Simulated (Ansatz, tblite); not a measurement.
**C₂₀H₁₂F₆O₆S₃: one state, many levels**

How do method and basis change the picture of C₂₀H₁₂F₆O₆S₃ (singlet)?

Program: Ansatz 0.2.0, Gaussian basis. Level of theory: as each input shows. These are calculated values, not measurements.

The runs, in order: GFN1-xTB, GFN2-xTB, PBE-D4/def2-SVP, r2SCAN-D4/def2-SVP, PBE-QIDH/def2-SVP, LDA/def2-SVP, HSE06-D4/def2-SVP, PBE0-D4/def2-TZVP, PBE-D4/def2-TZVP, HF/6-31G, B3LYP-D4/6-31G, MP2/def2-SVP, RPA/def2-SVP.

## Step 1: The structure

The geometry is that of the singlet, from an earlier relaxation (PBE-D4/def2-SVP).

SMILES `FC(F)(F)c1sc(-c2sc(-c3sc(C(F)(F)F)c4c3OCCO4)c3c2OCCO3)c2c1OCCO2`, 47 atoms, charge 0, spin multiplicity 1.

Bond lengths: F1–C2 1.357 Å, C2–F3 1.357 Å, C2–F4 1.359 Å, C2–C5 1.490 Å, C5–S6 1.744 Å, C5–C31 1.387 Å, S6–C7 1.756 Å, C7–C8 1.435 Å, C7–C30 1.396 Å, C8–S9 1.757 Å, C8–C25 1.395 Å, S9–C10 1.758 Å, C10–C11 1.440 Å, C10–C24 1.395 Å, C11–S12 1.755 Å, C11–C19 1.395 Å, S12–C13 1.740 Å, C13–C14 1.491 Å and more. Angles: F1–C2–F3 106.4°, F1–C2–F4 107.4°, F1–C2–C5 112.3°, F3–C2–F4 107.4°, F3–C2–C5 112.4°, F4–C2–C5 110.6°, C2–C5–S6 121.0°, C2–C5–C31 127.4°, S6–C5–C31 111.6°, C5–S6–C7 92.1°, S6–C7–C8 122.5°, S6–C7–C30 110.0°, C8–C7–C30 127.5°, C7–C8–S9 122.6°, C7–C8–C25 127.6°, S9–C8–C25 109.7°, C8–S9–C10 92.7°, S9–C10–C11 120.3° and more.

PBE0-D4/def2-SVP was run before; its log isn't repeated, and its numbers join the tables.

## Step 2: GFN1-xTB

Tight binding, by tblite at 300 K electronic temperature and without a spin-polarisation term:

```python
tblite.interface.Calculator('GFN1-xTB', numbers, positions, charge=0, uhf=0).singlepoint()
```

Energy -3236.6857 eV, HOMO -10.72 eV, LUMO -8.70 eV; 0.17 s.

## Step 3: GFN2-xTB

Tight binding, by tblite at 300 K electronic temperature and without a spin-polarisation term:

```python
tblite.interface.Calculator('GFN2-xTB', numbers, positions, charge=0, uhf=0).singlepoint()
```

Energy -3034.6813 eV, HOMO -10.23 eV, LUMO -8.29 eV; 0.16 s.

## Step 4: PBE-D4/def2-SVP

start.molden holds the orbitals of an earlier run on this state, given as this run's starting guess.

File in.yaml:

```yaml
crystal:
  periodic: [false, false, false]
  atoms:
    - {symbol: F, position_ang: [7.362206, -0.730988, -1.470067]}
    - {symbol: C, position_ang: [6.713467, -1.108997, -0.339489]}
    - {symbol: F, position_ang: [7.495522, -0.719377, 0.698776]}
    - {symbol: F, position_ang: [6.671019, -2.467046, -0.329423]}
    - {symbol: C, position_ang: [5.338692, -0.539772, -0.259651]}
    - {symbol: S, position_ang: [3.941311, -1.578951, -0.163159]}
    - {symbol: C, position_ang: [2.843496, -0.208260, -0.137652]}
    - {symbol: C, position_ang: [1.422163, -0.361728, -0.018696]}
    - {symbol: S, position_ang: [0.321603, 1.007076, 0.021388]}
    - {symbol: C, position_ang: [-1.083574, -0.024602, 0.249913]}
    - {symbol: C, position_ang: [-2.396508, 0.552901, 0.377769]}
    - {symbol: S, position_ang: [-2.619493, 2.081786, 1.209966]}
    - {symbol: C, position_ang: [-4.336985, 2.066210, 0.932126]}
    - {symbol: C, position_ang: [-5.201256, 3.203882, 1.358836]}
    - {symbol: F, position_ang: [-5.828602, 3.794060, 0.309103]}
    - {symbol: F, position_ang: [-6.174833, 2.816677, 2.219932]}
    - {symbol: F, position_ang: [-4.461921, 4.160108, 1.979683]}
    - {symbol: C, position_ang: [-4.724690, 0.925564, 0.243662]}
    - {symbol: C, position_ang: [-3.622944, 0.066929, -0.076684]}
    - {symbol: O, position_ang: [-3.777000, -1.076427, -0.800743]}
    - {symbol: C, position_ang: [-5.134424, -1.525945, -0.807165]}
    - {symbol: C, position_ang: [-6.086242, -0.378331, -1.116760]}
    - {symbol: O, position_ang: [-6.004704, 0.645317, -0.116245]}
    - {symbol: C, position_ang: [-0.703263, -1.366178, 0.274714]}
    - {symbol: C, position_ang: [0.701510, -1.549619, 0.108727]}
    - {symbol: O, position_ang: [1.294460, -2.778407, 0.108004]}
    - {symbol: C, position_ang: [0.445504, -3.793239, 0.657485]}
    - {symbol: C, position_ang: [-0.973153, -3.662307, 0.117601]}
    - {symbol: O, position_ang: [-1.553246, -2.408483, 0.487984]}
    - {symbol: C, position_ang: [3.565362, 0.984171, -0.213300]}
    - {symbol: C, position_ang: [4.979414, 0.800112, -0.280961]}
    - {symbol: O, position_ang: [5.852054, 1.839363, -0.349515]}
    - {symbol: C, position_ang: [5.207372, 3.077198, -0.676176]}
    - {symbol: C, position_ang: [3.914426, 3.252487, 0.109799]}
    - {symbol: O, position_ang: [2.979429, 2.216658, -0.214291]}
    - {symbol: H, position_ang: [-5.387650, -1.976783, 0.180779]}
    - {symbol: H, position_ang: [-5.204766, -2.311685, -1.585014]}
    - {symbol: H, position_ang: [-5.846201, 0.055378, -2.114803]}
    - {symbol: H, position_ang: [-7.137178, -0.727135, -1.123882]}
    - {symbol: H, position_ang: [0.438999, -3.713728, 1.768820]}
    - {symbol: H, position_ang: [0.889432, -4.766432, 0.371190]}
    - {symbol: H, position_ang: [-0.967599, -3.762229, -0.992640]}
    - {symbol: H, position_ang: [-1.625612, -4.450394, 0.542047]}
    - {symbol: H, position_ang: [4.993779, 3.110799, -1.769018]}
    - {symbol: H, position_ang: [5.928358, 3.880597, -0.429927]}
    - {symbol: H, position_ang: [4.126419, 3.237485, 1.203490]}
    - {symbol: H, position_ang: [3.425838, 4.212244, -0.146547]}
basis:
  gaussian: {orbitals: def2-SVP, fitting: {mean_field: def2-universal-jkfit}, initial_orbitals: start.molden}
hamiltonian: {xc: pbe, dispersion: d4}
scf: {omitted_lower_state_checks: [starts]}
output: {forces: true, orbitals: {seedname: orbitals}}
```

The run is started by

```bash
> ansatz run in.yaml --threads 2 --pin off --events-out ev --progress --plain --max-ram 32768MiB --backend cuda --devices 0, --max-vram 18GiB
```

Further steps of the session: r2SCAN-D4/def2-SVP; PBE-QIDH/def2-SVP; LDA/def2-SVP; HSE06-D4/def2-SVP; PBE0-D4/def2-TZVP; PBE-D4/def2-TZVP; HF/6-31G; B3LYP-D4/6-31G; MP2/def2-SVP; RPA/def2-SVP.

Q: Predict the results of all the runs planned. Wanted: gap in def2-SVP, named functionals, smallest and largest; correlation energy, MP2/def2-SVP; binding an atom, functionals in def2-SVP; PBE0 total energy, smallest basis above largest.

The runs gave:

```
                                                quantity                              value
gap in def2-SVP, named functionals, smallest and largest   2.14 eV (LDA), 3.60 eV (PBE0-D4)
                        correlation energy, MP2/def2-SVP                         -141.46 eV
                binding an atom, functionals in def2-SVP  5.01 (r2SCAN-D4) to 6.00 eV (LDA)
         PBE0 total energy, smallest basis above largest     67.36 eV (def2-SVP, def2-TZVP)
```

In words: Over the named functionals in def2-SVP the gap runs from 2.14 eV (LDA) to 3.60 eV (PBE0-D4); exact exchange widens it.
